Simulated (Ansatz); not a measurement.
# CrO2 (P4_2/mnm): from the listed cell to zero pressure

Where does the pressure of CrO2 (P4_2/mnm) vanish?

Method: DFT PBE, scalar-relativistic, plane waves, PAW, in Ansatz 0.2.0.

### Step 1. The structure to begin with

The structure is tetragonal, space group P4_2/mnm (No. 136). The conventional cell has a = 4.421 Å, b = 4.421 Å, c = 2.917 Å, α = 90.00°, β = 90.00°, γ = 90.00°. Cr (site symmetry mmm) is surrounded by 6 O at 1.88 to 1.92 Å. O (site symmetry m2m) is surrounded by 3 Cr at 1.88 to 1.92 Å.

As a file:

```cif
data_structure
_symmetry_space_group_name_H-M 'P 1'
_symmetry_Int_Tables_number 1
_cell_length_a 4.4210
_cell_length_b 4.4210
_cell_length_c 2.9170
_cell_angle_alpha 90.000
_cell_angle_beta 90.000
_cell_angle_gamma 90.000
_cell_volume 57.01
loop_
_atom_site_label
_atom_site_type_symbol
_atom_site_fract_x
_atom_site_fract_y
_atom_site_fract_z
_atom_site_occupancy
Cr1 Cr 0.00000 0.00000 0.00000 1
Cr2 Cr 0.50000 0.50000 0.50000 1
O1 O 0.30100 0.30100 0.00000 1
O2 O 0.19900 0.80100 0.50000 1
O3 O 0.69900 0.69900 0.00000 1
O4 O 0.80100 0.19900 0.50000 1
```

Starting moments: Cr 2.00 μB.

### Step 2. First run, at the start cell

input.yaml reads:

```yaml
crystal:
  lattice:
    - [4.421, 0.0, 0.0]
    - [0.0, 4.421, 0.0]
    - [0.0, 0.0, 2.917]
  atoms:
    - { symbol: Cr, position: [0.0, 0.0, 0.0], spin: 2.0 }
    - { symbol: Cr, position: [0.5, 0.5, 0.5], spin: 2.0 }
    - { symbol: O, position: [0.301, 0.301, 0.0] }
    - { symbol: O, position: [0.199, 0.801, 0.5] }
    - { symbol: O, position: [0.699, 0.699, 0.0] }
    - { symbol: O, position: [0.801, 0.199, 0.5] }
basis:
  ecutwfc: 420
  ecutrho_ratio: 4
kpoints:
  mp_grid: { grid: [6, 6, 10] }
hamiltonian:
  xc: pbe
scf:
  occupations: { method: gaussian, width: 0.05 }
output:
  forces: true
  stress: true
  eigenvalues: true
  populations: true
magnetization:
  spin_polarized: true
relax:
  f_tol: 0.01
  max_steps: 60
  cell: { stress_tol: 0.04 }
```

Run with:

```
$ ansatz run input.yaml --threads 4 --pin off --max-ram 10240MiB --backend cpu --events-out ev --progress --plain --runs-dir out
```

Q: Predict the outcome of this session. Wanted: volume; pressure; conventional cell; gap on the mesh; moments in the spheres.

The runs gave:

| quantity | value |
| --- | --- |
| volume | 9.617 Å³/atom |
| pressure | 0.01 GPa |
| conventional cell | a = 4.444 Å, b = 4.444 Å, c = 2.922 Å, α = 90.00°, β = 90.00°, γ = 90.00° |
| gap on the mesh | none (metal) |
| moments in the spheres | Cr 1.75; O -0.07 μB |

What this shows: The volume went from 9.50 to 9.62 Å³/atom (+1.2 %), where 0.01 GPa is left. Only the order of the starting moments is followed; others weren't tried in this session.
